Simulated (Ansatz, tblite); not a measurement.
**The cluster NbHO₃: a ladder of methods and basis sets**

One table from this session's results is given with a row withheld; the runs are named, their logs left out.

Computed with Ansatz 0.2.0, Gaussian basis. Level: as each input shows.

Levels to be run: GFN1-xTB, GFN2-xTB, PBE-D4/def2-TZVP, r2SCAN-D4/def2-TZVP, CAM-B3LYP-D4/def2-TZVP, HSE06-D4/def2-TZVP, r2SCANh-D4/def2-TZVP, B3LYP-D4/def2-TZVP, LDA/def2-TZVP, B97M-V/def2-TZVP, HF/def2-TZVP, PBE-D4/def2-SVP, PBE0-D4/def2-SVP, PBE0-D4/def2-TZVPD, PBE-D4/def2-TZVPD, r2SCAN-D4/def2-TZVPD, CCSD(T)/def2-TZVPP, MP2/def2-TZVP, RPA/def2-TZVP.

1 further run of the same task is left out (set aside as unsound or not needed).

### The geometry

The geometry is that of the singlet, from an earlier relaxation (B3LYP-D4/def2-TZVP). At that level it is the lowest of the isomers that a small search found.

5 atoms, charge 0, spin multiplicity 1.

Bond lengths: Nb1–O2 1.725 Å, Nb1–O3 1.726 Å, Nb1–O4 1.932 Å, O4–H5 0.960 Å. Angles: O2–Nb1–O3 108.5°, O2–Nb1–O4 114.4°, O3–Nb1–O4 112.8°, Nb1–O4–H5 134.0°.

Nb takes a core potential in the def2 sets. No spin-orbit coupling is included.

PBE0-D4/def2-TZVP was run before; its log isn't repeated, and its numbers join the tables.

The first run:

Tight binding, by tblite at 300 K electronic temperature and without a spin-polarisation term:

```python
tblite.interface.Calculator('GFN1-xTB', numbers, positions, charge=0, uhf=0).singlepoint()
```

Tight binding, by tblite at 300 K electronic temperature and without a spin-polarisation term:

```python
tblite.interface.Calculator('GFN2-xTB', numbers, positions, charge=0, uhf=0).singlepoint()
```

start.molden holds the orbitals of an earlier run on this state, given as this run's starting guess.

in.yaml reads:

```yaml
crystal:
  periodic: [false, false, false]
  atoms:
    - {symbol: Nb, position_ang: [0.669253, -0.296144, 0.056035]}
    - {symbol: O, position_ang: [0.442563, -0.564842, 1.744435]}
    - {symbol: O, position_ang: [0.550626, -1.812417, -0.759583]}
    - {symbol: O, position_ang: [-0.488284, 1.053176, -0.700255]}
    - {symbol: H, position_ang: [-1.174148, 1.620237, -0.340631]}
basis:
  gaussian: {orbitals: def2-TZVP, initial_orbitals: start.molden}
hamiltonian: {xc: pbe, dispersion: d4}
scf: {omitted_lower_state_checks: [starts]}
output: {forces: true, orbitals: {seedname: orbitals}}
```

On the command line:

```bash
$ ansatz run in.yaml --threads 2 --pin off --events-out ev --progress --plain --max-ram 32768MiB --backend cpu
```

Steps of the session up to this table: PBE-D4/def2-TZVP; r2SCAN-D4/def2-TZVP; CAM-B3LYP-D4/def2-TZVP; HSE06-D4/def2-TZVP; r2SCANh-D4/def2-TZVP; B3LYP-D4/def2-TZVP; LDA/def2-TZVP; B97M-V/def2-TZVP; HF/def2-TZVP; PBE-D4/def2-SVP; PBE0-D4/def2-SVP; PBE0-D4/def2-TZVPD; PBE-D4/def2-TZVPD; r2SCAN-D4/def2-TZVPD; CCSD(T)/def2-TZVPP; MP2/def2-TZVP; RPA/def2-TZVP.

One table of the session follows, with a row left open; its other results are not shown here.

| level | HOMO (eV) | LUMO (eV) | gap (eV) |
| --- | --- | --- | --- |
| HF/def2-TZVP | -12.12 | -1.11 | 11.02 |
| LDA/def2-TZVP | -6.81 | -4.50 | 2.31 |
| PBE-D4/def2-SVP | ? | ? | ? |
| PBE-D4/def2-TZVP | -6.56 | -4.24 | 2.31 |
| PBE-D4/def2-TZVPD | -6.64 | -4.29 | 2.35 |
| r2SCAN-D4/def2-TZVP | -6.89 | -3.97 | 2.92 |
| r2SCAN-D4/def2-TZVPD | -6.93 | -3.98 | 2.95 |
| B97M-V/def2-TZVP | -6.94 | -4.15 | 2.80 |
| r2SCANh-D4/def2-TZVP | -7.49 | -3.72 | 3.77 |
| B3LYP-D4/def2-TZVP | -7.91 | -3.91 | 4.00 |
| PBE0-D4/def2-SVP | -8.05 | -3.46 | 4.59 |
| PBE0-D4/def2-TZVP | -8.15 | -3.53 | 4.63 |
| PBE0-D4/def2-TZVPD | -8.21 | -3.55 | 4.66 |
| HSE06-D4/def2-TZVP | -7.75 | -3.89 | 3.85 |
| CAM-B3LYP-D4/def2-TZVP | -9.61 | -2.77 | 6.84 |

**Question.** Estimate the row for PBE-D4/def2-SVP.

As computed: HOMO (eV): -6.40; LUMO (eV): -4.14; gap (eV): 2.25. In the column «HOMO (eV)» it is the highest.
